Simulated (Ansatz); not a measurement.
# C5F3O5PW: basis-set convergence

How large a basis does C5F3O5PW need? Two functionals are run in growing sets.

Program: Ansatz 0.2.0, Gaussian basis. Level of theory: one geometry, several basis sets. These are calculated values, not measurements.

Levels to be run: PBE0-D4/def2-SVP; ωB97M-V/def2-SVP; PBE0-D4/def2-QZVPP; ωB97M-V/def2-QZVPP; the functionals' def2-TZVPP values are taken from earlier runs.

### Step 1. The relaxed structure

The geometry comes from an earlier relaxation with PBE0-D4 in a triple-zeta def2 set; it is a stationary point, not always the lowest conformer. W takes the def2 core potential; no spin-orbit term is included.

SMILES `[O+]#[C][W-6]([C]#[O+])([C]#[O+])([C]#[O+])([C]#[O+])[P+](F)(F)F`, 15 atoms, charge 0, spin multiplicity 1.

Atoms are counted from 1 here; the program's logs count them from 0.

Bond lengths: O1–C2 1.138 Å, C2–W3 2.058 Å, W3–C4 2.056 Å, W3–C6 2.047 Å, W3–C8 2.056 Å, W3–C10 2.058 Å, W3–P12 2.384 Å, C4–O5 1.138 Å, C6–O7 1.138 Å, C8–O9 1.138 Å, C10–O11 1.138 Å, P12–F13 1.558 Å, P12–F14 1.558 Å, P12–F15 1.558 Å. Angles: O1–C2–W3 179.9°, C2–W3–C4 180.0°, C2–W3–C6 89.9°, C2–W3–C8 90.0°, C2–W3–C10 90.0°, C2–W3–P12 90.5°, C4–W3–C6 90.1°, C4–W3–C8 90.0°, C4–W3–C10 90.0°, C4–W3–P12 89.4°, C6–W3–C8 90.1°, C6–W3–C10 89.9°, C6–W3–P12 179.4°, C8–W3–C10 180.0°, C8–W3–P12 89.5°, C10–W3–P12 90.4°, W3–C4–O5 180.0°, W3–C6–O7 179.9° and more.

### Step 2. PBE0-D4 in def2-SVP

File in.yaml:

```yaml
crystal:
  periodic: [false, false, false]
  atoms:
    - {symbol: O, position_ang: [2.789045, -1.160541, 1.151335]}
    - {symbol: C, position_ang: [1.888134, -0.621712, 0.713093]}
    - {symbol: W, position_ang: [0.256140, 0.349448, -0.079631]}
    - {symbol: C, position_ang: [-1.374949, 1.318790, -0.871275]}
    - {symbol: O, position_ang: [-2.277798, 1.855425, -1.309691]}
    - {symbol: C, position_ang: [1.414533, 1.998744, -0.436643]}
    - {symbol: O, position_ang: [2.057288, 2.916331, -0.634700]}
    - {symbol: C, position_ang: [-0.214837, 1.079065, 1.784003]}
    - {symbol: O, position_ang: [-0.475178, 1.482610, 2.815801]}
    - {symbol: C, position_ang: [0.727422, -0.382073, -1.944361]}
    - {symbol: O, position_ang: [0.987371, -0.788539, -2.974567]}
    - {symbol: P, position_ang: [-1.111092, -1.556708, 0.343209]}
    - {symbol: F, position_ang: [-0.592084, -2.686420, 1.282608]}
    - {symbol: F, position_ang: [-1.567793, -2.455734, -0.844765]}
    - {symbol: F, position_ang: [-2.506182, -1.348659, 1.005585]}
basis:
  gaussian: {orbitals: def2-SVP}
hamiltonian: {xc: pbe0, dispersion: d4}
output: {orbitals: {seedname: orbitals}}
```

Started as:

```console
$ ansatz run in.yaml --threads 4 --pin off --events-out ev --progress --plain --max-ram 46080MiB --backend cpu
```

Further steps of the session: ωB97M-V in def2-SVP; PBE0-D4 in def2-QZVPP; ωB97M-V in def2-QZVPP.

Q: Predict the results of all the runs planned. Wanted: PBE0-D4: double and triple zeta above quadruple; ωB97M-V: double and triple zeta above quadruple.

The runs gave:

| quantity | value |
| --- | --- |
| PBE0-D4: double and triple zeta above quadruple | 34.32, 1.57 eV |
| ωB97M-V: double and triple zeta above quadruple | 34.80, 1.45 eV |

In words: PBE0-D4 gains 32.75 eV from double to triple zeta, then 1.57 eV more. Total energies overstate the basis error of differences, where much of it tends to cancel.
